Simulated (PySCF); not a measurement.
# Cl3H3LuN (Lu(Cl)3(NH3)): the cost of one run

Method: r2SCAN, Lu lcecp-1-SVP with ECP60, Cl def2-SVP, N def2-SVP, H def2-SVP; scalar-relativistic core potentials, no spin–orbit coupling; program: PySCF 2.14.0.

5 further runs of the same task are left out: 2 for a known fault of the program, 2 that didn't finish, 1 set aside as unsound or not needed.

## Step 1: The system as given

8 atoms, charge 0, spin multiplicity 1.

Bond lengths: Lu1–Cl2 2.553 Å, Lu1–Cl3 2.553 Å, Lu1–Cl4 2.553 Å, Lu1–N5 2.445 Å, N5–H6 1.020 Å, N5–H7 1.020 Å, N5–H8 1.020 Å. Angles: Cl2–Lu1–Cl3 109.5°, Cl2–Lu1–Cl4 109.5°, Cl2–Lu1–N5 109.5°, Cl3–Lu1–Cl4 109.5°, Cl3–Lu1–N5 109.5°, Cl4–Lu1–N5 109.5°, Lu1–N5–H6 113.0°, Lu1–N5–H7 113.0°, Lu1–N5–H8 113.0°, H6–N5–H7 105.8°, H6–N5–H8 105.8°, H7–N5–H8 105.8°.

Coordinates:

```
atom    x (Å)    y (Å)    z (Å)
 Lu1   0.0000   0.0000   0.0000
 Cl2   1.4739   1.4739   1.4739
 Cl3  -1.4739  -1.4739   1.4739
 Cl4   1.4739  -1.4739  -1.4739
  N5  -1.4116   1.4116  -1.4116
  H6  -2.0248   2.0248  -0.8746
  H7  -0.8746   2.0248  -2.0248
  H8  -2.0248   0.8746  -2.0248
```

Formal oxidation states: Lu +3. Each metal's 14 4f electrons lie in its core potential, so multiplicities, spins and levels count the valence alone.

## Step 2: SCF at the start, singlet

The input, run.py (the lines that set the calculation):

```python
mol = gto.M(atom='''
Lu     0.00000     0.00000     0.00000
Cl     1.47390     1.47390     1.47390
Cl    -1.47390    -1.47390     1.47390
Cl     1.47390    -1.47390    -1.47390
N     -1.41160     1.41160    -1.41160
H     -2.02480     2.02480    -0.87460
H     -0.87460     2.02480    -2.02480
H     -2.02480     0.87460    -2.02480''',
    basis={'Lu': 'lcecp-1-SVP', 'Cl': 'def2-SVP', 'N': 'def2-SVP', 'H': 'def2-SVP'},
    ecp={'Lu': 'lcecp-1-SVP'},
    charge=0, spin=0)
mf = dft.RKS(mol, xc='R2SCAN')
mf.grids.atom_grid = (50, 194)  # f atoms: unpruned, at least (60, 302)
mf = mf.density_fit()  # fitting sets: Lu AutoAux, Cl def2-universal-JKFIT, N def2-universal-JKFIT, H def2-universal-JKFIT
mf.conv_tol = 1e-08; mf.max_cycle = 55
mf.kernel(dm0)  # dm0: free metal ions and neutral atoms
```

Started as:

```sh
OMP_NUM_THREADS=2 python run.py
```

Q: Estimate wall time and peak memory on 2 threads of Arm Neoverse V2, shared host.

About 5.4 s, with a peak of 0.7 GiB.
